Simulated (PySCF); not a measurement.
# H24N8Yb (Yb(NH3)83+): the cost of one run

The runs use PySCF 2.14.0; several levels, as the steps say, no spin–orbit coupling.

3 further runs of the same task are left out: 1 for a known fault of the program, 2 that didn't finish. Runs told in other sessions of the task aren't counted.

## (1) Where the work starts

33 atoms, charge 3, spin multiplicity 1.

Bond lengths: Yb1–N2 2.576 Å, Yb1–N6 2.576 Å, Yb1–N10 2.576 Å, Yb1–N14 2.576 Å, Yb1–N18 2.577 Å, Yb1–N22 2.577 Å, Yb1–N26 2.577 Å, Yb1–N30 2.577 Å, N2–H3 1.028 Å, N2–H4 1.028 Å, N2–H5 1.028 Å, N6–H7 1.028 Å, N6–H8 1.028 Å, N6–H9 1.028 Å, N10–H11 1.028 Å, N10–H12 1.028 Å, N10–H13 1.028 Å, N14–H15 1.028 Å and more. Angles: N2–Yb1–N6 72.2°, N2–Yb1–N10 112.9°, N2–Yb1–N14 72.2°, N2–Yb1–N18 79.2°, N2–Yb1–N22 142.5°, N2–Yb1–N26 143.1°, N2–Yb1–N30 79.5°, N6–Yb1–N10 72.2°, N6–Yb1–N14 112.9°, N6–Yb1–N18 79.5°, N6–Yb1–N22 79.2°, N6–Yb1–N26 142.5°, N6–Yb1–N30 143.1°, N10–Yb1–N14 72.2°, N10–Yb1–N18 143.1°, N10–Yb1–N22 79.5°, N10–Yb1–N26 79.2°, N10–Yb1–N30 142.5° and more.

As a file:

```xyz
33
H24N8Yb
Yb    0.0000    0.0000    0.0007
N     2.1455    0.0672    1.4251
H     1.9869    0.0261    2.4404
H     2.8069   -0.7023    1.2629
H     2.7283    0.9063    1.3157
N    -0.0672    2.1455    1.4251
H    -0.0261    1.9869    2.4404
H     0.7023    2.8069    1.2629
H    -0.9063    2.7283    1.3157
N    -2.1455   -0.0672    1.4251
H    -1.9869   -0.0261    2.4404
H    -2.8069    0.7023    1.2629
H    -2.7283   -0.9063    1.3157
N     0.0672   -2.1455    1.4251
H     0.0261   -1.9869    2.4404
H    -0.7023   -2.8069    1.2629
H     0.9063   -2.7283    1.3157
N     1.4802    1.5542   -1.4250
H     2.4915    1.4730   -1.2619
H     1.3969    1.4117   -2.4400
H     1.3041    2.5608   -1.3174
N    -1.5542    1.4802   -1.4250
H    -1.4730    2.4915   -1.2619
H    -1.4117    1.3969   -2.4400
H    -2.5608    1.3041   -1.3174
N    -1.4802   -1.5542   -1.4250
H    -2.4915   -1.4730   -1.2619
H    -1.3969   -1.4117   -2.4400
H    -1.3041   -2.5608   -1.3174
N     1.5542   -1.4802   -1.4250
H     1.4730   -2.4915   -1.2619
H     1.4117   -1.3969   -2.4400
H     2.5608   -1.3041   -1.3174
```

Formal oxidation states: Yb +3. Each metal's 13 4f electrons lie in its core potential, so multiplicities, spins and levels count the valence alone. An earlier session relaxed this geometry at B3LYP, Yb lcecp-1-SVP with ECP59, N def2-SVP, H def2-SVP (singlet, point group S8).

At B3LYP on the finer grid: E = -490.922083 Eh, HOMO -19.83 eV, LUMO -11.05 eV, Mulliken charge on Yb1 +0.57 e, largest force component 0.005 eV/Å. 

Levels to run: TPSSh; CAM-B3LYP; PBE0; r2SCAN; B3LYP, TZVP. Hardware: 8 threads of Arm Neoverse V1, shared host.

## (2) TPSSh

The input, run.py (the lines that set the calculation):

```python
mol = gto.M(atom='''
Yb     0.00000     0.00000     0.00066
N      2.14549     0.06717     1.42514
H      1.98685     0.02612     2.44036
H      2.80690    -0.70227     1.26291
H      2.72831     0.90630     1.31572
N     -0.06717     2.14549     1.42514
H     -0.02612     1.98685     2.44036
H      0.70227     2.80690     1.26291
H     -0.90630     2.72831     1.31572
N     -2.14549    -0.06717     1.42514
H     -1.98685    -0.02612     2.44036
H     -2.80690     0.70227     1.26291
H     -2.72831    -0.90630     1.31572
N      0.06717    -2.14549     1.42514
H      0.02612    -1.98685     2.44036
H     -0.70227    -2.80690     1.26291
H      0.90630    -2.72831     1.31572
N      1.48023     1.55422    -1.42499
H      2.49149     1.47296    -1.26194
H      1.39689     1.41172    -2.43999
H      1.30410     2.56082    -1.31736
N     -1.55422     1.48023    -1.42499
H     -1.47296     2.49149    -1.26194
H     -1.41172     1.39689    -2.43999
H     -2.56082     1.30410    -1.31736
N     -1.48023    -1.55422    -1.42499
H     -2.49149    -1.47296    -1.26194
H     -1.39689    -1.41172    -2.43999
H     -1.30410    -2.56082    -1.31736
N      1.55422    -1.48023    -1.42499
H      1.47296    -2.49149    -1.26194
H      1.41172    -1.39689    -2.43999
H      2.56082    -1.30410    -1.31736''',
    basis={'Yb': 'lcecp-1-SVP', 'N': 'def2-SVP', 'H': 'def2-SVP'},
    ecp={'Yb': 'lcecp-1-SVP'},
    charge=3, spin=0)
mf = dft.RKS(mol, xc='TPSSH')
mf.grids.atom_grid = (75, 302)  # f atoms: unpruned, at least (60, 302)
mf = mf.density_fit()  # fitting sets: Yb AutoAux, N def2-universal-JKFIT, H def2-universal-JKFIT
mf.conv_tol = 1e-08; mf.max_cycle = 55
mf.kernel(dm0)  # dm0: the density of the relaxed state
```

Command:

```console
> OMP_NUM_THREADS=8 python run.py
```

**Question.** How long does this run take on 8 threads of Arm Neoverse V1, shared host?

About 43 s.
